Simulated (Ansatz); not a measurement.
# Ta2PtS4: the cost of one run

Computed with Ansatz 0.2.0 (DFT PBE, scalar-relativistic, plane waves, PAW, unless a step's input says otherwise).

## 1. Starting point

Symmetry: Cmmm, No. 65, orthorhombic system. The conventional cell has a = 6.723 Å, b = 10.176 Å, c = 3.551 Å, α = 90.00°, β = 90.00°, γ = 90.00°. Around Ta (site symmetry 2/m) lie 6 S at 2.55 Å. Around Pt (site symmetry mmm) lie 4 S at 2.33 Å. S (site symmetry 2mm) is surrounded by 2 Pt at 2.33 Å and 2 Ta at 2.55 Å. S (site symmetry m2m) has 4 Ta at 2.55 Å in its first shell of neighbours.

As a file:

```xyz
7
Lattice="3.3614 -5.0878 0.0000 3.3614 5.0878 0.0000 0.0000 0.0000 3.5515" Properties=species:S:1:pos:R:3 pbc="T T T"
Ta    1.6807   -2.5439    1.7757
Ta    1.6807    2.5439    1.7757
Pt    0.0000    0.0000    0.0000
S     5.2123    0.0000    1.7757
S     1.5106    0.0000    1.7757
S     3.3614   -1.8284    0.0000
S     3.3614    1.8284    0.0000
```

The cell was relaxed beforehand at this level, from a database cell with other species swapped in; it is a trial structure. At a tolerance of 0.05 Å it has space group Cmmm (No. 65); it has 17.35 Å³/atom, an uncorrected energy of -0.38 eV/atom over the elements.

## 2. Bands, states and charges

The input, input.yaml:

```yaml
crystal:
  lattice:
    - [3.3614497804, -5.0877921931, 0.0]
    - [3.3614497804, 5.0877921931, 0.0]
    - [0.0, 0.0, 3.5514665052]
  atoms:
    - { symbol: Ta, position: [0.5, 0.0, 0.5] }
    - { symbol: Ta, position: [0.0, 0.5, 0.5] }
    - { symbol: Pt, position: [0.0, 0.0, 0.0] }
    - { symbol: S, position: [0.775305751, 0.775305751, 0.5] }
    - { symbol: S, position: [0.224694249, 0.224694249, 0.5] }
    - { symbol: S, position: [0.6796843346, 0.3203156654, 0.0] }
    - { symbol: S, position: [0.3203156654, 0.6796843346, 0.0] }
basis:
  ecutwfc: 420
kpoints:
  mp_grid: { grid: [8, 8, 10] }
  band_path:
    path:
      - [[0.0, 0.0, 0.0], [-0.5, 0.5, 0.0], [-0.35912758, 0.64087242, 0.0]]
      - [[0.35912758, 0.35912758, 0.0], [0.0, 0.0, 0.0], [0.0, 0.0, 0.5], [0.35912758, 0.35912758, 0.5]]
      - [[-0.35912758, 0.64087242, 0.5], [-0.5, 0.5, 0.5], [-0.5, 0.5, 0.0]]
      - [[0.0, 0.0, 0.0], [0.0, 0.5, 0.0], [0.0, 0.5, 0.5], [0.0, 0.0, 0.5], [-0.5, 0.5, 0.5]]
    npoints: 14
hamiltonian:
  xc: pbe
scf:
  occupations: { method: gaussian, width: 0.1 }
  n_extra_bands: 17
output:
  forces: true
  stress: true
  eigenvalues: true
  populations: true
  dos: { projected: true, de: 0.02, nscf_kmesh: { grid: [10, 10, 12] } }
  bader: true
checkpoint:
  read: start.run
  write: ck
  compress: false
  write_wavefunctions: false
  write_every: 100000
```

Run with:

```sh
$ ansatz run input.yaml --threads 1 --pin off --max-ram 2560MiB --backend cpu --events-out ev --progress --plain --runs-dir out
```

Q: Estimate wall time and peak memory on 1 thread of Intel Xeon Platinum 8375C at 2.90GHz (Ice Lake), shared host.

About 3.2 min, with a peak of 1.1 GiB.
